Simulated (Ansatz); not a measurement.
# AlNi3: freezing in a mode

This session takes AlNi3 and sets out to freeze in mode 7 at growing amplitude.

Method: DFT PBEsol, scalar-relativistic, plane waves, PAW, in Ansatz 0.2.0.

1 further run of the same task is left out (set aside as unsound or not needed). Runs told in other sessions of the task aren't counted.

## 1. The starting structure

Symmetry: Fm-3m, No. 225, cubic system. Conventional cell: a = 5.597 Å, b = 5.597 Å, c = 5.597 Å, α = 90.00°, β = 90.00°, γ = 90.00°. Around Al (site symmetry m-3m) lie 8 Ni at 2.42 Å. Around Ni (site symmetry -43m) lie 4 Al at 2.42 Å and 4 Ni at 2.42 Å. Around Ni (site symmetry m-3m) lie 8 Ni at 2.42 Å.

As a file:

```cif
data_structure
_symmetry_space_group_name_H-M 'Fm-3m'
_symmetry_Int_Tables_number 225
_cell_length_a 5.5968
_cell_length_b 5.5968
_cell_length_c 5.5968
_cell_angle_alpha 90.000
_cell_angle_beta 90.000
_cell_angle_gamma 90.000
_cell_volume 175.32
loop_
_atom_site_label
_atom_site_type_symbol
_atom_site_symmetry_multiplicity
_atom_site_Wyckoff_symbol
_atom_site_fract_x
_atom_site_fract_y
_atom_site_fract_z
_atom_site_occupancy
Al1 Al 4 b 0.50000 0.00000 0.00000 1
Ni1 Ni 8 c 0.25000 0.75000 0.75000 1
Ni2 Ni 4 a 0.00000 0.00000 0.00000 1
```

It goes back to an entry of the Materials Project, which need not be the stable form.

It is the result of an earlier relaxation at this level (volume 10.96 Å³/atom; gap on the mesh: none (metal)).

## 2. The reference cell

The reference gives a free energy of -17941.0160 eV, pressure 0.05 GPa, largest force 0.000 eV/Å and gap on the mesh none (metal). It was computed beforehand with the settings of the runs below.

## 3. The scan: freezing in a mode

Mode 7 of the phonon run on this cell, counted from the lowest, is frozen in: each atom moves by x times its row below, so x is the largest displacement.

```
atom      ux     uy     uz
 Al1  -0.455  0.000  0.000
 Ni2  -0.395  0.000  0.000
 Ni3   1.000  0.000  0.000
 Ni4  -0.395  0.000  0.000
```

## 4. x = -0.300 Å

The input, input.yaml:

```yaml
crystal:
  lattice:
    - [0.0, 2.7984078593, 2.7984078593]
    - [2.7984078593, 0.0, 2.7984078593]
    - [2.7984078593, 2.7984078593, 0.0]
  atoms:
    - { symbol: Al, position: [0.4755909806, 0.5244090194, 0.5244090194] }
    - { symbol: Ni, position: [0.2288094972, 0.2711905028, 0.2711905028] }
    - { symbol: Ni, position: [0.0536019078, -0.0536019078, -0.0536019078] }
    - { symbol: Ni, position: [0.7288094972, 0.7711905028, 0.7711905028] }
basis:
  ecutwfc: 420
kpoints:
  mp_grid: { grid: [14, 14, 14] }
hamiltonian:
  xc: pbesol
scf:
  occupations: { method: gaussian, width: 0.15 }
output:
  forces: true
  stress: true
  eigenvalues: true
```

On the command line:

```
$ ansatz run input.yaml --threads 2 --pin off --max-ram 5120MiB --backend cpu --events-out ev --progress --plain --runs-dir out
```

Standard output, cut to the lines that bear on the results:

```text
Warning: RAYON_NUM_THREADS=2 ignored (pool sized by the plan → 2); use --threads N
[...]
Pseudopotentials: kind: paw
Pseudopotential: Al, paw, valence charge 3, recommended cutoff 420 eV (normal), Al.paw.azcp
Pseudopotential: Ni, paw, valence charge 18, recommended cutoff 420 eV (normal), Ni.paw.azcp
Functional definition: PBEsol
[...]
Crystal: 4 atoms, lattice volume = 43.829 Å³
Basis set: ecut = 420 eV, 869 PW (Γ), exchange–correlation on 54×54×54 points (8 copies of the dense FFT grid, shifted against one another)
Bands: 35, of which v1, the nominal top of the filled ones, is band 29 counted from 1 (28 counted from 0)
Symmetry: 8 space group operations
Space group: I4mm (ITA 107), of the structure as read, at distance tolerance 3.5e-5 Å
k-points: 244 of 2744 (time reversal used)
[...]
SCF iter   1: F=—  HF=-17940.170538 eV  |F-HF|=—  |Δ(HF+E_count)|=         —  Δρ=2.56e-2  dr2=1.69e-1  ethr=1.77e-3  ⟨swp⟩=5.2  Hψ=28483  notcnv=0
[...]
SCF iter   7: F=-17940.145677 eV  HF=-17940.145677 eV  |F-HF|=4.89e-8  |Δ(HF+E_count)|=   1.36e-7  Δρ=1.50e-5  dr2=6.69e-8  ethr=1.75e-10  ⟨swp⟩=6.8  Hψ=36519  notcnv=0
[...]
SCF converged after 7 iterations
Free energy (F): -17940.145677 eV
[...]
E sigma→0 (E₀):  -17940.127580 eV
Entropy (-TS):   -0.036194 eV (-9.048 meV/atom)
Fermi energy:    16.423393 eV
[...]
--- Forces (eV/Å), atoms counted from 1 ---
  atom   1  Al    -1.23116562    -0.00000000     0.00000000
  atom   2  Ni    -1.53625168     0.00000000    -0.00000000
  atom   3  Ni     4.30377643    -0.00000000     0.00000000
  atom   4  Ni    -1.53625168     0.00000000     0.00000000
[...]
--- Stress (GPa, compression-positive) ---
        8.078527      -0.000000       0.000000
       -0.000000      12.666875      -0.000000
        0.000000      -0.000000      12.666875
  P = ⅓ Tr σ = 11.1374 GPa (111.374 kbar)
--- Band table (eV; the first three rows and the last of 244) ---
[...]
```

Wall time 15 s (2 threads of Intel Xeon Platinum 8488C (Sapphire Rapids), shared host); peak memory 0.63 GiB.

## 5. Point x = 0.225 Å

The input, input.yaml:

```yaml
crystal:
  lattice:
    - [0.0, 2.7984078593, 2.7984078593]
    - [2.7984078593, 0.0, 2.7984078593]
    - [2.7984078593, 2.7984078593, 0.0]
  atoms:
    - { symbol: Al, position: [0.5183067645, 0.4816932355, 0.4816932355] }
    - { symbol: Ni, position: [0.2658928771, 0.2341071229, 0.2341071229] }
    - { symbol: Ni, position: [-0.0402014308, 0.0402014308, 0.0402014308] }
    - { symbol: Ni, position: [0.7658928771, 0.7341071229, 0.7341071229] }
basis:
  ecutwfc: 420
kpoints:
  mp_grid: { grid: [14, 14, 14] }
hamiltonian:
  xc: pbesol
scf:
  occupations: { method: gaussian, width: 0.15 }
output:
  forces: true
  stress: true
  eigenvalues: true
```

On the command line:

```
$ ansatz run input.yaml --threads 2 --pin off --max-ram 5120MiB --backend cpu --events-out ev --progress --plain --runs-dir out
```

Standard output, cut to the lines that bear on the results:

```text
[...]
SCF converged after 7 iterations
Free energy (F): -17940.537851 eV
[...]
E sigma→0 (E₀):  -17940.520442 eV
Entropy (-TS):   -0.034819 eV (-8.705 meV/atom)
Fermi energy:    16.408750 eV
[...]
--- Forces (eV/Å), atoms counted from 1 ---
  atom   1  Al     0.77493808     0.00000000     0.00000000
  atom   2  Ni     1.17096953     0.00000000    -0.00000000
  atom   3  Ni    -3.11701345     0.00000000     0.00000000
  atom   4  Ni     1.17096953     0.00000000     0.00000000
[...]
--- Stress (GPa, compression-positive) ---
        4.566641      -0.000000       0.000000
       -0.000000       7.123809      -0.000000
        0.000000      -0.000000       7.123809
  P = ⅓ Tr σ = 6.2714 GPa (62.714 kbar)
--- Band table (eV; the first three rows and the last of 244) ---
[...]
```

Run time: 16 s. Hardware: 2 threads of Intel Xeon Platinum 8488C (Sapphire Rapids), shared host; peak memory 0.62 GiB.

## 6. Point x = -0.150 Å

The input, input.yaml:

```yaml
crystal:
  lattice:
    - [0.0, 2.7984078593, 2.7984078593]
    - [2.7984078593, 0.0, 2.7984078593]
    - [2.7984078593, 2.7984078593, 0.0]
  atoms:
    - { symbol: Al, position: [0.4877954903, 0.5122045097, 0.5122045097] }
    - { symbol: Ni, position: [0.2394047486, 0.2605952514, 0.2605952514] }
    - { symbol: Ni, position: [0.0268009539, -0.0268009539, -0.0268009539] }
    - { symbol: Ni, position: [0.7394047486, 0.7605952514, 0.7605952514] }
basis:
  ecutwfc: 420
kpoints:
  mp_grid: { grid: [14, 14, 14] }
hamiltonian:
  xc: pbesol
scf:
  occupations: { method: gaussian, width: 0.15 }
output:
  forces: true
  stress: true
  eigenvalues: true
```

On the command line:

```
$ ansatz run input.yaml --threads 2 --pin off --max-ram 5120MiB --backend cpu --events-out ev --progress --plain --runs-dir out
```

Standard output, cut to the lines that bear on the results:

```text
Warning: RAYON_NUM_THREADS=2 ignored (pool sized by the plan → 2); use --threads N
[...]
[... 4 set-up lines as earlier in the session ...]
[...]
Crystal: 4 atoms, lattice volume = 43.829 Å³
Basis set: ecut = 420 eV, 869 PW (Γ), exchange–correlation on 54×54×54 points (8 copies of the dense FFT grid, shifted against one another)
Bands: 35, of which v1, the nominal top of the filled ones, is band 29 counted from 1 (28 counted from 0)
[... 2 set-up lines as earlier in the session ...]
k-points: 244 of 2744 (time reversal used)
[...]
SCF iter   1: F=—  HF=-17940.835760 eV  |F-HF|=—  |Δ(HF+E_count)|=         —  Δρ=2.78e-2  dr2=2.15e-1  ethr=1.77e-3  ⟨swp⟩=5.3  Hψ=28489  notcnv=0
[...]
SCF iter   7: F=-17940.807904 eV  HF=-17940.807904 eV  |F-HF|=7.58e-8  |Δ(HF+E_count)|=   1.33e-7  Δρ=1.45e-5  dr2=9.21e-8  ethr=1.75e-10  ⟨swp⟩=7.0  Hψ=36770  notcnv=0
[...]
SCF converged after 7 iterations
Free energy (F): -17940.807904 eV
[...]
E sigma→0 (E₀):  -17940.791052 eV
Entropy (-TS):   -0.033704 eV (-8.426 meV/atom)
Fermi energy:    16.392654 eV
[...]
--- Forces (eV/Å), atoms counted from 1 ---
  atom   1  Al    -0.45176737    -0.00000000     0.00000000
  atom   2  Ni    -0.77711655     0.00000000    -0.00000000
  atom   3  Ni     2.00611489    -0.00000000     0.00000000
  atom   4  Ni    -0.77711655     0.00000000     0.00000000
[...]
--- Stress (GPa, compression-positive) ---
        2.057056      -0.000000       0.000000
       -0.000000       3.181292       0.000000
        0.000000       0.000000       3.181292
  P = ⅓ Tr σ = 2.8065 GPa (28.065 kbar)
--- Band table (eV; the first three rows and the last of 244) ---
[...]
```

Wall time 17 s (2 threads of Intel Xeon Platinum 8488C (Sapphire Rapids), shared host); peak memory 0.62 GiB.

## 7. Point x = 0.075 Å

The input, input.yaml:

```yaml
crystal:
  lattice:
    - [0.0, 2.7984078593, 2.7984078593]
    - [2.7984078593, 0.0, 2.7984078593]
    - [2.7984078593, 2.7984078593, 0.0]
  atoms:
    - { symbol: Al, position: [0.5061022548, 0.4938977452, 0.4938977452] }
    - { symbol: Ni, position: [0.2552976257, 0.2447023743, 0.2447023743] }
    - { symbol: Ni, position: [-0.0134004769, 0.0134004769, 0.0134004769] }
    - { symbol: Ni, position: [0.7552976257, 0.7447023743, 0.7447023743] }
basis:
  ecutwfc: 420
kpoints:
  mp_grid: { grid: [14, 14, 14] }
hamiltonian:
  xc: pbesol
scf:
  occupations: { method: gaussian, width: 0.15 }
output:
  forces: true
  stress: true
  eigenvalues: true
```

On the command line:

```
$ ansatz run input.yaml --threads 2 --pin off --max-ram 5120MiB --backend cpu --events-out ev --progress --plain --runs-dir out
```

Standard output, cut to the lines that bear on the results:

```text
Warning: RAYON_NUM_THREADS=2 ignored (pool sized by the plan → 2); use --threads N
[...]
[... 4 set-up lines as earlier in the session ...]
[...]
Crystal: 4 atoms, lattice volume = 43.829 Å³
Basis set: ecut = 420 eV, 869 PW (Γ), exchange–correlation on 54×54×54 points (8 copies of the dense FFT grid, shifted against one another)
Bands: 35, of which v1, the nominal top of the filled ones, is band 29 counted from 1 (28 counted from 0)
[... 2 set-up lines as earlier in the session ...]
k-points: 244 of 2744 (time reversal used)
[...]
SCF iter   1: F=—  HF=-17940.993720 eV  |F-HF|=—  |Δ(HF+E_count)|=         —  Δρ=2.86e-2  dr2=2.31e-1  ethr=1.77e-3  ⟨swp⟩=5.2  Hψ=28387  notcnv=0
[...]
SCF iter   7: F=-17940.964731 eV  HF=-17940.964731 eV  |F-HF|=6.82e-8  |Δ(HF+E_count)|=   1.38e-7  Δρ=1.30e-5  dr2=8.14e-8  ethr=1.75e-10  ⟨swp⟩=7.0  Hψ=36541  notcnv=0
[...]
SCF converged after 7 iterations
Free energy (F): -17940.964731 eV
[...]
E sigma→0 (E₀):  -17940.948520 eV
Entropy (-TS):   -0.032422 eV (-8.105 meV/atom)
Fermi energy:    16.379054 eV
[...]
--- Forces (eV/Å), atoms counted from 1 ---
  atom   1  Al     0.20771617     0.00000000     0.00000000
  atom   2  Ni     0.38386823     0.00000000    -0.00000000
  atom   3  Ni    -0.97551017     0.00000000     0.00000000
  atom   4  Ni     0.38386823     0.00000000     0.00000000
[...]
--- Stress (GPa, compression-positive) ---
        0.550878      -0.000000       0.000000
       -0.000000       0.831862       0.000000
        0.000000       0.000000       0.831862
  P = ⅓ Tr σ = 0.7382 GPa (7.382 kbar)
--- Band table (eV; the first three rows and the last of 244) ---
[...]
```

Wall time 16 s (2 threads of Intel Xeon Platinum 8488C (Sapphire Rapids), shared host); peak memory 0.62 GiB.

## 8. At x = 0.263 Å

The input, input.yaml:

```yaml
crystal:
  lattice:
    - [0.0, 2.7984078593, 2.7984078593]
    - [2.7984078593, 0.0, 2.7984078593]
    - [2.7984078593, 2.7984078593, 0.0]
  atoms:
    - { symbol: Al, position: [0.5213578919, 0.4786421081, 0.4786421081] }
    - { symbol: Ni, position: [0.26854169, 0.23145831, 0.23145831] }
    - { symbol: Ni, position: [-0.0469016693, 0.0469016693, 0.0469016693] }
    - { symbol: Ni, position: [0.76854169, 0.73145831, 0.73145831] }
basis:
  ecutwfc: 420
kpoints:
  mp_grid: { grid: [14, 14, 14] }
hamiltonian:
  xc: pbesol
scf:
  occupations: { method: gaussian, width: 0.15 }
output:
  forces: true
  stress: true
  eigenvalues: true
```

On the command line:

```
$ ansatz run input.yaml --threads 2 --pin off --max-ram 5120MiB --backend cpu --events-out ev --progress --plain --runs-dir out
```

Standard output, cut to the lines that bear on the results:

```text
[...]
SCF converged after 7 iterations
Free energy (F): -17940.357554 eV
[...]
E sigma→0 (E₀):  -17940.339869 eV
Entropy (-TS):   -0.035371 eV (-8.843 meV/atom)
Fermi energy:    16.416314 eV
[...]
--- Forces (eV/Å), atoms counted from 1 ---
  atom   1  Al     0.98252577     0.00000000     0.00000000
  atom   2  Ni     1.35985497     0.00000000    -0.00000000
  atom   3  Ni    -3.70236516     0.00000000     0.00000000
  atom   4  Ni     1.35985497     0.00000000     0.00000000
[...]
--- Stress (GPa, compression-positive) ---
        6.196129      -0.000000       0.000000
       -0.000000       9.696199       0.000000
        0.000000       0.000000       9.696199
  P = ⅓ Tr σ = 8.5295 GPa (85.295 kbar)
--- Band table (eV; the first three rows and the last of 244) ---
[...]
```

Run time: 17 s. Hardware: 2 threads of Intel Xeon Platinum 8488C (Sapphire Rapids), shared host; peak memory 0.62 GiB.

## 9. x = 0.188 Å

The input, input.yaml:

```yaml
crystal:
  lattice:
    - [0.0, 2.7984078593, 2.7984078593]
    - [2.7984078593, 0.0, 2.7984078593]
    - [2.7984078593, 2.7984078593, 0.0]
  atoms:
    - { symbol: Al, position: [0.5152556371, 0.4847443629, 0.4847443629] }
    - { symbol: Ni, position: [0.2632440643, 0.2367559357, 0.2367559357] }
    - { symbol: Ni, position: [-0.0335011924, 0.0335011924, 0.0335011924] }
    - { symbol: Ni, position: [0.7632440643, 0.7367559357, 0.7367559357] }
basis:
  ecutwfc: 420
kpoints:
  mp_grid: { grid: [14, 14, 14] }
hamiltonian:
  xc: pbesol
scf:
  occupations: { method: gaussian, width: 0.15 }
output:
  forces: true
  stress: true
  eigenvalues: true
```

On the command line:

```
$ ansatz run input.yaml --threads 2 --pin off --max-ram 5120MiB --backend cpu --events-out ev --progress --plain --runs-dir out
```

Standard output, cut to the lines that bear on the results:

```text
Warning: RAYON_NUM_THREADS=2 ignored (pool sized by the plan → 2); use --threads N
[...]
[... 4 set-up lines as earlier in the session ...]
[...]
Crystal: 4 atoms, lattice volume = 43.829 Å³
Basis set: ecut = 420 eV, 869 PW (Γ), exchange–correlation on 54×54×54 points (8 copies of the dense FFT grid, shifted against one another)
Bands: 35, of which v1, the nominal top of the filled ones, is band 29 counted from 1 (28 counted from 0)
[... 2 set-up lines as earlier in the session ...]
k-points: 244 of 2744 (time reversal used)
[...]
SCF iter   1: F=—  HF=-17940.714717 eV  |F-HF|=—  |Δ(HF+E_count)|=         —  Δρ=2.73e-2  dr2=2.04e-1  ethr=1.77e-3  ⟨swp⟩=5.2  Hψ=28489  notcnv=0
[...]
SCF iter   7: F=-17940.687591 eV  HF=-17940.687592 eV  |F-HF|=7.01e-8  |Δ(HF+E_count)|=   1.36e-7  Δρ=1.44e-5  dr2=8.46e-8  ethr=1.75e-10  ⟨swp⟩=7.0  Hψ=36967  notcnv=0
[...]
SCF converged after 7 iterations
Free energy (F): -17940.687591 eV
[...]
E sigma→0 (E₀):  -17940.670444 eV
Entropy (-TS):   -0.034295 eV (-8.574 meV/atom)
Fermi energy:    16.400712 eV
[...]
--- Forces (eV/Å), atoms counted from 1 ---
  atom   1  Al     0.60039270     0.00000000     0.00000000
  atom   2  Ni     0.97531893     0.00000000    -0.00000000
  atom   3  Ni    -2.55116064     0.00000000     0.00000000
  atom   4  Ni     0.97531893     0.00000000     0.00000000
[...]
--- Stress (GPa, compression-positive) ---
        3.187103      -0.000000       0.000000
       -0.000000       4.952181       0.000000
        0.000000       0.000000       4.952181
  P = ⅓ Tr σ = 4.3638 GPa (43.638 kbar)
--- Band table (eV; the first three rows and the last of 244) ---
[...]
```

It took 19 s on 2 threads of Intel Xeon Platinum 8488C (Sapphire Rapids), shared host; peak memory 0.61 GiB.

## 10. At x = 0.113 Å

The input, input.yaml:

```yaml
crystal:
  lattice:
    - [0.0, 2.7984078593, 2.7984078593]
    - [2.7984078593, 0.0, 2.7984078593]
    - [2.7984078593, 2.7984078593, 0.0]
  atoms:
    - { symbol: Al, position: [0.5091533823, 0.4908466177, 0.4908466177] }
    - { symbol: Ni, position: [0.2579464386, 0.2420535614, 0.2420535614] }
    - { symbol: Ni, position: [-0.0201007154, 0.0201007154, 0.0201007154] }
    - { symbol: Ni, position: [0.7579464386, 0.7420535614, 0.7420535614] }
basis:
  ecutwfc: 420
kpoints:
  mp_grid: { grid: [14, 14, 14] }
hamiltonian:
  xc: pbesol
scf:
  occupations: { method: gaussian, width: 0.15 }
output:
  forces: true
  stress: true
  eigenvalues: true
```

On the command line:

```
$ ansatz run input.yaml --threads 2 --pin off --max-ram 5120MiB --backend cpu --events-out ev --progress --plain --runs-dir out
```

Standard output, cut to the lines that bear on the results:

```text
[...]
SCF converged after 7 iterations
Free energy (F): -17940.899929 eV
[...]
E sigma→0 (E₀):  -17940.883402 eV
Entropy (-TS):   -0.033052 eV (-8.263 meV/atom)
Fermi energy:    16.385205 eV
[...]
--- Forces (eV/Å), atoms counted from 1 ---
  atom   1  Al     0.32274072     0.00000000     0.00000000
  atom   2  Ni     0.57937481     0.00000000    -0.00000000
  atom   3  Ni    -1.48157757     0.00000000     0.00000000
  atom   4  Ni     0.57937481     0.00000000     0.00000000
[...]
--- Stress (GPa, compression-positive) ---
        1.177892      -0.000000       0.000000
       -0.000000       1.809100       0.000000
        0.000000       0.000000       1.809100
  P = ⅓ Tr σ = 1.5987 GPa (15.987 kbar)
--- Band table (eV; the first three rows and the last of 244) ---
[...]
```

It took 15 s on 2 threads of Intel Xeon Platinum 8488C (Sapphire Rapids), shared host; peak memory 0.62 GiB.

## 11. Point x = 0.037 Å

The input, input.yaml:

```yaml
crystal:
  lattice:
    - [0.0, 2.7984078593, 2.7984078593]
    - [2.7984078593, 0.0, 2.7984078593]
    - [2.7984078593, 2.7984078593, 0.0]
  atoms:
    - { symbol: Al, position: [0.5030511274, 0.4969488726, 0.4969488726] }
    - { symbol: Ni, position: [0.2526488129, 0.2473511871, 0.2473511871] }
    - { symbol: Ni, position: [-0.0067002385, 0.0067002385, 0.0067002385] }
    - { symbol: Ni, position: [0.7526488129, 0.7473511871, 0.7473511871] }
basis:
  ecutwfc: 420
kpoints:
  mp_grid: { grid: [14, 14, 14] }
hamiltonian:
  xc: pbesol
scf:
  occupations: { method: gaussian, width: 0.15 }
output:
  forces: true
  stress: true
  eigenvalues: true
```

On the command line:

```
$ ansatz run input.yaml --threads 2 --pin off --max-ram 5120MiB --backend cpu --events-out ev --progress --plain --runs-dir out
```

Standard output, cut to the lines that bear on the results:

```text
Warning: RAYON_NUM_THREADS=2 ignored (pool sized by the plan → 2); use --threads N
[...]
[... 4 set-up lines as earlier in the session ...]
[...]
Crystal: 4 atoms, lattice volume = 43.829 Å³
Basis set: ecut = 420 eV, 869 PW (Γ), exchange–correlation on 54×54×54 points (8 copies of the dense FFT grid, shifted against one another)
Bands: 35, of which v1, the nominal top of the filled ones, is band 29 counted from 1 (28 counted from 0)
[... 2 set-up lines as earlier in the session ...]
k-points: 244 of 2744 (time reversal used)
[...]
SCF iter   1: F=—  HF=-17941.032433 eV  |F-HF|=—  |Δ(HF+E_count)|=         —  Δρ=2.88e-2  dr2=2.35e-1  ethr=1.77e-3  ⟨swp⟩=5.2  Hψ=28320  notcnv=0
[...]
SCF iter   7: F=-17941.003204 eV  HF=-17941.003204 eV  |F-HF|=6.42e-8  |Δ(HF+E_count)|=   1.39e-7  Δρ=1.24e-5  dr2=7.73e-8  ethr=1.75e-10  ⟨swp⟩=6.9  Hψ=36321  notcnv=0
[...]
SCF converged after 7 iterations
Free energy (F): -17941.003204 eV
[...]
E sigma→0 (E₀):  -17940.987228 eV
Entropy (-TS):   -0.031952 eV (-7.988 meV/atom)
Fermi energy:    16.374934 eV
[...]
--- Forces (eV/Å), atoms counted from 1 ---
  atom   1  Al     0.10167121     0.00000000     0.00000000
  atom   2  Ni     0.19104213     0.00000000    -0.00000000
  atom   3  Ni    -0.48378398     0.00000000     0.00000000
  atom   4  Ni     0.19104213     0.00000000     0.00000000
[...]
--- Stress (GPa, compression-positive) ---
        0.175904      -0.000000       0.000000
       -0.000000       0.246389       0.000000
        0.000000       0.000000       0.246389
  P = ⅓ Tr σ = 0.2229 GPa (2.229 kbar)
--- Band table (eV; the first three rows and the last of 244) ---
[...]
```

It took 17 s on 2 threads of Intel Xeon Platinum 8488C (Sapphire Rapids), shared host; peak memory 0.63 GiB.

## 12. The scan collected

The scan, with free energies counted from the undisturbed cell:

```tsv
x (Å)	ΔE (meV/cell)	force along the mode (eV/Å)	pressure (GPa)
-0.300	870.3	6.079	11.1
-0.150	208.1	2.826	2.8
0.000	0.0	0.000	0.1
0.037	12.8	-0.681	0.2
0.075	51.2	-1.374	0.7
0.113	116.0	-2.087	1.6
0.188	328.4	-3.596	4.4
0.225	478.1	-4.396	6.3
0.263	658.4	-5.225	8.5
```

Not run, since symmetry makes them alike: 0.300 repeats -0.300, -0.225 repeats 0.225, 0.150 repeats -0.150, -0.075 repeats 0.075. Energy, pressure and gap are the same there.

## 13. Summary of results

```
                                          quantity     value
                   harmonic wavenumber of the mode  244 cm⁻¹
the same from the force at an amplitude of 0.037 Å  244 cm⁻¹
```

What this shows: The force at the smallest amplitude gives 244 cm⁻¹ against 244 cm⁻¹ from the phonon run, so the curve is close to a parabola there. The undisturbed cell stays the lowest of the sampled points. Spin polarisation is off in the runs that give these values; a magnetic solution could lie lower.
